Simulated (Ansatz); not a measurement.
# Ti3O5: relaxation and properties

Aim: for Ti3O5, relax cell and atoms and compute bands, density of states and charges.

Program: Ansatz 0.2.0. Level of theory: DFT PBEsol, scalar-relativistic, plane waves, PAW. These are calculated values, not measurements.

## Step 1: The system as given

Symmetry: Cc, No. 9, monoclinic system. Conventional cell: a = 10.189 Å, b = 5.046 Å, c = 7.201 Å, α = 90.00°, β = 112.32°, γ = 90.00°. Ti (site symmetry 1) has 6 O at 1.88 to 2.18 Å in its first shell of neighbours. Ti (site symmetry 1) is surrounded by 6 O at 1.88 to 2.17 Å. Around Ti (site symmetry 1) lie 6 O at 1.98 to 2.06 Å. O (site symmetry 1) is surrounded by 3 Ti at 1.88 to 2.01 Å. O (site symmetry 1) is surrounded by 4 Ti at 2.02 to 2.07 Å. Around O (site symmetry 1) lie 4 Ti at 2.00 to 2.18 Å. Around O (site symmetry 1) lie 3 Ti at 1.88 to 2.00 Å. Around O (site symmetry 1) lie 4 Ti at 2.02 to 2.17 Å.

Coordinates:

```cif
data_structure
_symmetry_space_group_name_H-M 'Cc'
_symmetry_Int_Tables_number 9
_cell_length_a 10.1895
_cell_length_b 5.0462
_cell_length_c 7.2010
_cell_angle_alpha 90.000
_cell_angle_beta 112.319
_cell_angle_gamma 90.000
_cell_volume 342.53
loop_
_atom_site_label
_atom_site_type_symbol
_atom_site_symmetry_multiplicity
_atom_site_Wyckoff_symbol
_atom_site_fract_x
_atom_site_fract_y
_atom_site_fract_z
_atom_site_occupancy
Ti1 Ti 4 a 0.87047 0.00901 0.77904 1
Ti2 Ti 4 a 0.62836 0.51399 0.71780 1
Ti3 Ti 4 a 0.50139 0.99757 0.50414 1
O1 O 4 a 0.81067 0.66052 0.84503 1
O2 O 4 a 0.99941 0.68963 0.25086 1
O3 O 4 a 0.58027 0.65738 0.44062 1
O4 O 4 a 0.68882 0.84038 0.15482 1
O5 O 4 a 0.92069 0.84215 0.55777 1
```

Source of the structure: the Materials Project (structure only).

(A quick probe on a coarse mesh, which set the mesh and smearing, is not shown.)

## Step 3: The relaxation

The input, input.yaml:

```yaml
crystal:
  lattice:
    - [5.0462369611, 0.0, 0.0]
    - [2.5229249445, 5.0947485492, 0.0]
    - [9.08647e-05, 2.7347382229, 6.6615233467]
  atoms:
    - { symbol: Ti, position: [0.87948515, 0.25906417, 0.77904294] }
    - { symbol: Ti, position: [0.86149851, 0.25903025, 0.27904692] }
    - { symbol: Ti, position: [0.14234986, 0.74328644, 0.71780241] }
    - { symbol: Ti, position: [0.11434595, 0.74334695, 0.21776056] }
    - { symbol: Ti, position: [0.49896046, 0.99724236, 0.50414414] }
    - { symbol: Ti, position: [0.50374348, 0.99726358, 0.00410045] }
    - { symbol: O, position: [0.47118755, 0.3786744, 0.84502861] }
    - { symbol: O, position: [0.68904139, 0.00119816, 0.25085534] }
    - { symbol: O, position: [0.2376526, 0.83946907, 0.44062003] }
    - { symbol: O, position: [0.92285188, 0.83951076, 0.9405627] }
    - { symbol: O, position: [0.52919589, 0.62237912, 0.15482313] }
    - { symbol: O, position: [0.76283929, 0.15863868, 0.5577663] }
    - { symbol: O, position: [0.3097242, 0.00117896, 0.75087488] }
    - { symbol: O, position: [0.84847026, 0.62239193, 0.65480117] }
    - { symbol: O, position: [0.07852605, 0.15868024, 0.05773985] }
    - { symbol: O, position: [0.15012748, 0.37864595, 0.34503059] }
basis:
  ecutwfc: 420
kpoints:
  mp_grid: { grid: [8, 8, 6] }
hamiltonian:
  xc: pbesol
scf:
  occupations: { method: gaussian, width: 0.1 }
output:
  forces: true
  stress: true
  eigenvalues: true
relax:
  adjacent_minimum: "off"
  f_tol: 0.005
  max_steps: 80
  cell: { stress_tol: 0.05 }
```

Command:

```console
ansatz run input.yaml --threads 4 --pin off --max-ram 10240MiB --backend cpu --events-out ev --progress --plain --runs-dir out
```

Further runs follow: static run: bands, density of states and charges.

**Question.** What will these runs give? Wanted: relaxed cell; volume; formation energy; gap; states at the Fermi level.

The runs gave:

```
                                                               quantity                                                                        value
                                            relaxed cell (conventional)  a = 10.056 Å, b = 4.999 Å, c = 7.174 Å, α = 90.00°, β = 112.20°, γ = 90.00°
                                                   space group (0.01 Å)                                                                C2/c (No. 15)
                                                                 volume                                                                10.44 Å³/atom
formation energy (elements from runs with the same settings, not shown)                                                                -3.04 eV/atom
                                                                    gap                                                                 none (metal)
                                              states at the Fermi level                                                         5.72 per eV per cell
```

In words: The relaxed volume is 2.5 % smaller than at the start. Bands cross the Fermi level: a metal at this level of theory. Of the projected weight within 0.25 eV of the Fermi level, the largest part is Ti 3d (90 %). A spin-polarised run here lost its starting moments, which speaks against magnetism, though one start doesn't rule it out.
